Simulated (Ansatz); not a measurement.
# InSb: the cost of one run

Computed with Ansatz 0.2.0 (DFT PBE, scalar-relativistic, plane waves, PAW, unless a step's input says otherwise).

**1. Starting point**

It takes space group F-43m (No. 216, cubic). Conventional cell: a = 6.635 Å, b = 6.635 Å, c = 6.635 Å, α = 90.00°, β = 90.00°, γ = 90.00°. Around In (site symmetry -43m) lie 4 Sb at 2.87 Å. Around Sb (site symmetry -43m) lie 4 In at 2.87 Å.

Structure file:

```
CELL_PARAMETERS angstrom
0.00000 3.31742 3.31742
3.31742 0.00000 3.31742
3.31742 3.31742 0.00000
ATOMIC_POSITIONS crystal
In 0.00000 0.00000 0.00000
Sb 0.25000 0.25000 0.25000
```

This cell was relaxed beforehand with the same method: volume 36.51 Å³/atom, gap on the mesh none (metal).

**2. The bulk in the cell of the plane**

Contents of input.yaml:

```yaml
crystal:
  lattice:
    - [4.6915474113, 0.0, 0.0]
    - [0.0, 6.6348499775, 0.0]
    - [2.3457737056, -3.3174249888, 2.3457737056]
  atoms:
    - { symbol: In, position: [0.0, 0.0, 0.0] }
    - { symbol: Sb, position: [0.5, 0.25, 0.0] }
basis:
  ecutwfc: 420
kpoints:
  mp_grid: { grid: [8, 5, 15] }
hamiltonian:
  xc: pbe
scf:
  occupations: { method: gaussian, width: 0.1 }
output:
  forces: true
  stress: true
  eigenvalues: true
```

Command:

```console
> ansatz run input.yaml --threads 1 --pin off --max-ram 2560MiB --backend cpu --events-out ev --progress --plain --runs-dir out
```

**Question.** How long does this run take on 1 thread of Intel Xeon at 2.70GHz, shared host, and how much memory does it need?

About 34 s, with a peak of 0.57 GiB.
